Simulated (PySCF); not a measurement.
**Solver options tried on As³⁺**

Aim: find out which solver settings change the answer for As³⁺.

Method: each script names its method and basis; program: PySCF 2.14.0.

**1. The atom**

As³⁺: 1 atom, charge 3, spin multiplicity 1.

**2. Base script**

input.py reads:

```python
from pyscf import gto, scf

mol = gto.M(
    atom='As 0 0 0',
    basis='def2-tzvpp',
    charge=3,
    spin=0,
    verbose=4,
)
mf = scf.RHF(mol)
mf.kernel()
mf.analyze()
print('orbital energies (hartree):', mf.mo_energy[..., max(0, mol.nelec[1]-3):mol.nelec[0]+3].round(4))
```

On the command line:

```bash
$ OMP_NUM_THREADS=1 python input.py
```

Its log is not repeated here.

It gives: E(SCF) = -2232.178561 Eh, 7 cycles.

**3. Initial guess mod_huckel**

Variant 1 changes initial guess: minao → mod_huckel.

input.py reads:

```python
from pyscf import gto, scf

mol = gto.M(
    atom='As 0 0 0',
    basis='def2-tzvpp',
    charge=3,
    spin=0,
    verbose=4,
)
mf = scf.RHF(mol)
mf.init_guess = 'mod_huckel'
mf.kernel()
mf.analyze()
print('orbital energies (hartree):', mf.mo_energy[..., max(0, mol.nelec[1]-3):mol.nelec[0]+3].round(4))
```

On the command line:

```bash
$ OMP_NUM_THREADS=1 python input.py
```

**4. Level shift 1 hartree**

Variant 2 changes level shift: none → 1 hartree.

Changes to input.py since step 2:

```diff
@@ -10,2 +10,3 @@
 mf = scf.RHF(mol)
+mf.level_shift = 1.0
 mf.kernel()
```

**5. Damping 0.2**

Variant 3 changes damping: none → 0.2.

Changes to input.py since step 2:

```diff
@@ -10,2 +10,4 @@
 mf = scf.RHF(mol)
+mf.damp = 0.2
+mf.diis_start_cycle = 8
 mf.kernel()
```

**6. Level shift 0.5 hartree**

Variant 4 changes level shift: none → 0.5 hartree.

Changes to input.py since step 2:

```diff
@@ -10,2 +10,3 @@
 mf = scf.RHF(mol)
+mf.level_shift = 0.5
 mf.kernel()
```

**Question.** What will these runs give? Wanted: for each run, E(SCF); from base; gap.

**Answer**, as computed:

```tsv
run	E(SCF) (hartree)	from base (eV)	cycles	gap (eV)
base	-2232.178561	0	7	20.27
initial guess mod_huckel	-2232.178561	0.0000	6	20.27
level shift 1 hartree	-2232.178561	0.0000	14	20.27
damping 0.2	-2232.178561	0.0000	10	20.27
level shift 0.5 hartree	-2232.178561	0.0000	10	20.27
```

Distance from each run's final energy (log10 hartree) by cycle:

```tsv
run	cycle 1	cycle 2	cycle 3	cycle 5	cycle 8	cycle 12
base	-1.2	-2.3	-3.5	-8.6	done	done
initial guess mod_huckel	-2.5	-3.3	-4.8	< -11	done	done
level shift 1 hartree	-1.2	-1.9	-2.4	-3.8	-5.9	-8.9
damping 0.2	-1.2	-2.2	-3.2	-5.0	-8.1	done
level shift 0.5 hartree	-1.2	-2.0	-2.8	-4.9	-8.2	done
```

What this shows: With initial guess mod_huckel or level shift 1 hartree or damping 0.2 or level shift 0.5 hartree the SCF ends at the base energy. The base needs 7 cycles and the run with level shift 1 hartree needs 14.
